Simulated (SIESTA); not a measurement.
KLaZrTiO6:

```
La Zr Ti K O
1.0
     0.00000    4.05624    4.05624
     4.05624    0.00000    4.05624
     4.05624    4.05624    0.00000
La Zr Ti K O
1 1 1 1 6
Cartesian
  6.0844 6.0844 6.0844
  4.0562 4.0562 4.0562
  0.0000 0.0000 0.0000
  2.0281 2.0281 2.0281
  4.0562 4.0562 6.1491
  4.0562 4.0562 1.9634
  4.0562 6.1491 4.0562
  4.0562 1.9634 4.0562
  6.1491 4.0562 4.0562
  1.9634 4.0562 4.0562
```

The cell comes from a database or a generator and needn't be the stable form of this composition.

* Program: SIESTA 5.4.2
* Task: single point
* Functional: PBEsol
* Potentials or basis: PseudoDojo 0.4 standard (PBEsol files)
* Basis: DZP (energy shift 0.003 Ry; two zetas on semicore shells; d shell added on K)
* Grid cutoff: 800 Ry
* Energy shift: 0.003 Ry
* k mesh: 6 × 6 × 6
* Occupations: fermi-dirac, width 0.05 eV
* Spin: no spin polarisation

On this cell: pressure -4.1 GPa; largest force 0.063 eV/Å; band gap on the k mesh 1.99 eV, direct.

The same run follows on a disturbed copy (atoms moved at random, drawn with an rms of 0.05 Å):

```
La Zr Ti K O
1.0
     0.00000    4.05624    4.05624
     4.05624    0.00000    4.05624
     4.05624    4.05624    0.00000
La Zr Ti K O
1 1 1 1 6
Cartesian
  6.0673 6.1518 6.1268
  4.0532 4.0268 4.0719
  -0.0358 0.0061 -0.0178
  2.0088 2.0611 2.0205
  4.0162 4.0175 6.1426
  4.0937 4.0977 1.9573
  4.0501 6.1429 4.0008
  4.0736 1.9982 4.0288
  6.1242 4.0818 4.0263
  1.9620 4.0643 4.0386
```

What changes?

The energy moves by +6.7 meV/atom; pressure -3.7 GPa; largest force 1.275 eV/Å; band gap on the k mesh 1.90 eV, direct.

Forces in eV/Å, atoms in the order of the input:
```
La   0.101 -0.049  0.049
Zr  -0.596  1.038 -0.438
Ti   0.498 -0.374  0.554
K    0.016 -0.099  0.042
O   -0.049  0.145  0.057
O   -0.149 -0.285 -0.331
O   -0.189  0.399  0.268
O    0.068 -0.729 -0.244
O    0.497 -0.083  0.128
O   -0.204  0.035 -0.087
```

Stress tensor (GPa, compression positive):
```
-3.72  0.20 -0.85
 0.20 -3.44  0.34
-0.85  0.34 -3.89
```

Caveats: spin-orbit coupling is left out, which moves the levels of the heavy elements; the basis of atomic orbitals isn't converged, which shifts pressures, moduli and gaps.

A k mesh can miss the band edges.
